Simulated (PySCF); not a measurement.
# C8H8O2 (m-toluic acid): the cost of one run

Programs: PySCF 2.14.0, with routines of our own; each step states its level. All values are computed. Atoms count from 0.

## (1) The system as given

18 atoms, charge 0, multiplicity 1; geometry from: GFN2-xTB.

## (2) Geometry optimisation at PBE0-D3(BJ)/def2-SVP

Job settings and geometry (Å):

```
{"job": {"xc": "PBE0", "basis": "def2-SVP", "d3": "d3bj", "grid": 2, "kind": "geom"}, "charge": 0, "multiplicity": 1}
C      2.486705    -0.908575    -0.325147
C      1.239407    -0.115676    -0.079139
C      1.325693     1.232337     0.258194
C      0.186931     1.983255     0.492873
C     -1.060942     1.398286     0.392713
C     -1.163381     0.050596     0.056559
C     -2.508565    -0.552243    -0.044961
O     -3.544507     0.037797     0.140938
O     -2.489654    -1.856334    -0.372747
C     -0.013315    -0.699582    -0.177001
H      3.087846    -0.437615    -1.101696
H      2.250456    -1.923456    -0.633553
H      3.089141    -0.952458     0.581658
H      2.300258     1.693243     0.336141
H      0.275469     3.027183     0.753963
H     -1.963539     1.962714     0.569257
H     -3.398646    -2.190038    -0.423698
H     -0.108116    -1.743117    -0.436010
```

Started as:

```bash
$ OMP_NUM_THREADS=1 python excited_run.py task.json out
```

The driver reads the jobs from task.json and runs them one after another.

**Question.** How long does this first job take on 1 thread of Arm Neoverse V1, shared host, and how much memory does it need?

About 2.5 min, with a peak of 0.82 GiB.
